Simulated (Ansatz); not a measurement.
**C2H9NSn: a ladder of functionals and wavefunction methods**

An exercise on one series of results from a longer session: the logs are not shown, and one member is left open.

Method: functionals in def2-TZVPP, the program's frozen cores in correlated methods; program: Ansatz 0.2.0, Gaussian basis.

Plan: LDA (SPW92), PBE-D4, revPBE-D4, BLYP-D4, r2SCAN-D4, B97M-V, PBE0-D4, B3LYP-D4, r2SCANh-D4, r2SCAN0-D4, HSE06-D4, BHLYP-D4, CAM-B3LYP-D4, LC-ωPBE, ωB97X-V, ωB97M-V, B2PLYP, PBE-QIDH; CCSD(T)/def2-SVP; CCSD(T)/def2-TZVPP; MP2/def2-QZVPP; extrapolation to the limit; RPA on PBE.

## Structure used throughout

All runs share one geometry, relaxed beforehand with PBE0-D4 in a triple-zeta def2 set. Sn takes the def2 core potential; no spin-orbit term is included.

SMILES `[CH3][SnH]([CH3])[NH2]`, 13 atoms, charge 0, spin multiplicity 1.

Atoms are counted from 1 here; the program's logs count them from 0.

Bond lengths: C1–Sn2 2.135 Å, C1–H5 1.090 Å, C1–H6 1.091 Å, C1–H7 1.091 Å, Sn2–C3 2.148 Å, Sn2–N4 2.039 Å, Sn2–H8 1.714 Å, C3–H9 1.091 Å, C3–H10 1.091 Å, C3–H11 1.091 Å, N4–H12 1.012 Å, N4–H13 1.012 Å. Angles: Sn2–C1–H5 109.5°, Sn2–C1–H6 109.9°, Sn2–C1–H7 110.7°, H5–C1–H6 108.8°, H5–C1–H7 109.1°, H6–C1–H7 108.7°, C1–Sn2–C3 110.7°, C1–Sn2–N4 105.5°, C1–Sn2–H8 112.4°, C3–Sn2–N4 112.6°, C3–Sn2–H8 110.6°, N4–Sn2–H8 104.8°, Sn2–C3–H9 110.2°, Sn2–C3–H10 109.9°, Sn2–C3–H11 110.4°, H9–C3–H10 108.8°, H9–C3–H11 108.8°, H10–C3–H11 108.7° and more.

Set-up of the first run:

in.yaml

```yaml
crystal:
  periodic: [false, false, false]
  atoms:
    - {symbol: C, position_ang: [-1.219442, 1.405217, -0.632259]}
    - {symbol: Sn, position_ang: [-0.207229, -0.449254, -0.321478]}
    - {symbol: C, position_ang: [1.911817, -0.139538, -0.161343]}
    - {symbol: N, position_ang: [-1.015899, -1.233805, 1.377795]}
    - {symbol: H, position_ang: [-2.294881, 1.231623, -0.668558]}
    - {symbol: H, position_ang: [-1.000792, 2.089638, 0.188653]}
    - {symbol: H, position_ang: [-0.899990, 1.867384, -1.567033]}
    - {symbol: H, position_ang: [-0.557613, -1.598805, -1.543927]}
    - {symbol: H, position_ang: [2.415870, -1.084682, 0.043302]}
    - {symbol: H, position_ang: [2.125865, 0.556648, 0.650946]}
    - {symbol: H, position_ang: [2.306249, 0.275108, -1.090501]}
    - {symbol: H, position_ang: [-0.749768, -0.743043, 2.222167]}
    - {symbol: H, position_ang: [-0.793586, -2.211191, 1.517137]}
basis:
  gaussian: {orbitals: def2-TZVPP}
hamiltonian: {xc: lda}
output: {orbitals: {seedname: orbitals}}
```

The run is started by

```sh
$ ansatz run in.yaml --threads 4 --pin off --events-out ev --progress --plain --max-ram 10444MiB
```

Steps of the session up to this table: LDA; PBE-D4 (GGA); revPBE-D4 (GGA); BLYP-D4 (GGA); r2SCAN-D4 (meta-GGA); B97M-V (meta-GGA); PBE0-D4 (hybrid); B3LYP-D4 (hybrid); r2SCANh-D4 (hybrid); r2SCAN0-D4 (hybrid); HSE06-D4 (hybrid); BHLYP-D4 (hybrid); CAM-B3LYP-D4 (range-separated); LC-ωPBE (range-separated); ωB97X-V (range-separated); ωB97M-V (range-separated); B2PLYP (double hybrid); PBE-QIDH (double hybrid).

One of the session's tables, all rows but one given; the rest of the session is left out.

It belongs to the step «Frontier levels by functional». 

```
  functional  HOMO (eV)  LUMO (eV)  gap (eV)
 LDA (SPW92)      -5.58      -0.59      4.99
      PBE-D4      -5.44      -0.42      5.01
   revPBE-D4      -5.38      -0.34      5.04
     BLYP-D4      -5.32      -0.42      4.89
   r2SCAN-D4      -5.71       0.08      5.79
      B97M-V          ?          ?         ?
     PBE0-D4      -6.81       0.40      7.20
    B3LYP-D4      -6.57       0.08      6.65
  r2SCANh-D4      -6.23       0.35      6.58
  r2SCAN0-D4      -7.00       0.73      7.73
    HSE06-D4      -6.40       0.03      6.44
    BHLYP-D4      -8.07       1.03      9.10
CAM-B3LYP-D4      -8.20       1.17      9.37
     LC-ωPBE      -9.58       2.36     11.94
     ωB97X-V      -9.21       2.17     11.38
     ωB97M-V      -9.12       1.73     10.85
```

Estimate the missing values for B97M-V.

As computed: HOMO (eV): -5.83; LUMO (eV): -0.28; gap (eV): 5.55. In the column «HOMO (eV)» it lies between r2SCANh-D4 (-6.23) and r2SCAN-D4 (-5.71).
